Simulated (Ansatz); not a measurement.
This script makes an atomisation energy of C₂H₆Ge₂, SMILES [GeH3][C]#[C][GeH3] with Ansatz 0.2.0 through its Python package.

`c2h6ge2.xyz`
```text
10

Ge    1.02130    2.22900   -0.25470
C     0.22530    0.54130   -0.06780
C    -0.27710   -0.55500    0.04620
Ge   -0.91400   -2.27560    0.25600
H     0.16930    3.05430   -1.34870
H     0.90860    3.03770    1.08830
H     2.47640    2.15270   -0.71690
H    -1.85600   -2.58380   -0.96440
H    -1.82620   -2.32120    1.60200
H     0.15560   -3.33060    0.36300
```

`c2h6ge2.py`:
```python
"""Atomisation energy of C2H6Ge2 at the given geometry."""

from collections import Counter

import ansatz as az


def energy_of(molecule, charge=0, unpaired=0):
    calc = molecule.calculation().basis(gaussian="def2-TZVP").functional("HF")
    if charge:
        calc = calc.charge(charge)
    if unpaired:
        calc = calc.spin("collinear", total=unpaired)
    return calc.run(threads=1).report["free_energy_ev"]

c2h6ge2 = az.Crystal.molecule_from_extxyz("c2h6ge2.xyz")

# unpaired electrons of the ground-state atoms
unpaired = {"Ge": 2, "C": 2, "H": 1}
counts = Counter(site.symbol for site in c2h6ge2.cartesian_sites)
atom_energy = {s: energy_of(az.Crystal.molecule().atom(s, (0, 0, 0)), 0, unpaired[s]) for s in counts}
whole = energy_of(c2h6ge2, 0, 0)
for s, e in atom_energy.items():
    print(f"{s:2s} x{counts[s]}  {e:14.5f} eV")
print(f"C2H6Ge2: {whole:.5f} eV")
split = sum(counts[s] * e for s, e in atom_energy.items()) - whole
print(f"atomisation energy (no zero-point term): {96.485332 * split:.1f} kJ/mol, {split / sum(counts.values()):.3f} eV an atom")
```

What does it cost to take this molecule apart into atoms?

2345.6 kJ/mol from the electronic energies, without the zero-point term.

What the script printed:

```console
$ python c2h6ge2.py
Ge x2    -56472.36139 eV
C  x2     -1025.66459 eV
H  x6       -13.60052 eV
C2H6Ge2: -115101.96512 eV
atomisation energy (no zero-point term): 2345.6 kJ/mol, 2.431 eV an atom
```

Total energies depend on the basis set; only differences at equal settings carry meaning. The geometry is a force-field or estimated start, not a minimum of this method, and the basis set is short of its limit. All parts are taken at fixed geometry, without zero-point energy. Hartree-Fock leaves correlation out, so bond, atomisation and ionisation energies come out well too low. Run time: 5.2 s on 1 thread of Arm Neoverse V1, with other jobs on the host, peak memory 0.51 GiB.

(Lines on the test bed's own set-up are left out of the output.)
